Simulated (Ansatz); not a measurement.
MgPb2N2:

```
Pb Mg N
1.0
     3.39174    0.00000    0.00000
    -1.69587    2.93734    0.00000
     0.00000    0.00000    9.23496
Pb Mg N
2 1 2
Direct
  0.33333 0.66667 0.71345
  0.66667 0.33333 0.28655
  0.00000 0.00000 0.00000
  0.33333 0.66667 0.13818
  0.66667 0.33333 0.86182
```

The cell comes from a database or a generator and needn't be the stable form of this composition.

| Property | Result |
| --- | --- |
| Program | Ansatz 0.2.0 |
| Task | single point |
| Functional | PBE |
| Potentials or basis | Ansatz PAW |
| Cutoff | 420 eV (not typed: the program's choice for these potentials) |
| k mesh | 9 × 9 × 3 |
| Occupations | fermi-dirac, width 0.05 eV |
| Spin | no spin polarisation |

On this cell: pressure -0.1 GPa; largest force 0.053 eV/Å; band gap on the k mesh 0.63 eV, direct.

The same run follows on a disturbed copy (atoms moved at random, drawn with an rms of 0.05 Å):

```
CELL_PARAMETERS angstrom
3.39174 0.00000 0.00000
-1.69587 2.93734 0.00000
0.00000 0.00000 9.23496
ATOMIC_POSITIONS crystal
Pb 0.32972 0.66130 0.71659
Pb 0.65432 0.32835 0.28881
Mg 0.00088 0.02502 0.00313
N 0.33052 0.65973 0.13455
N 0.66428 0.33087 0.85632
```

Problem. What changes?

Solution. The energy moves by +9.7 meV/atom; pressure 0.4 GPa; largest force 0.630 eV/Å; band gap on the k mesh 0.63 eV, indirect (least direct gap 0.65 eV).

Forces in eV/Å, atoms in the order of the input:
```
Pb  -0.017  0.075 -0.576
Pb   0.084  0.019 -0.341
Mg   0.050 -0.193 -0.176
N   -0.106  0.130  0.464
N   -0.011 -0.031  0.629
```

Stress tensor (GPa, compression positive):
```
0.27 0.01 0.25
0.01 0.43 0.08
0.25 0.08 0.60
```

Caveats: odd divisions of the mesh miss points on the zone boundary, where band edges often lie, so the gap on the mesh can be too wide; spin-orbit coupling is left out, which as a rule narrows the gap of such compounds by several tenths of an eV.

A k mesh can miss the band edges.
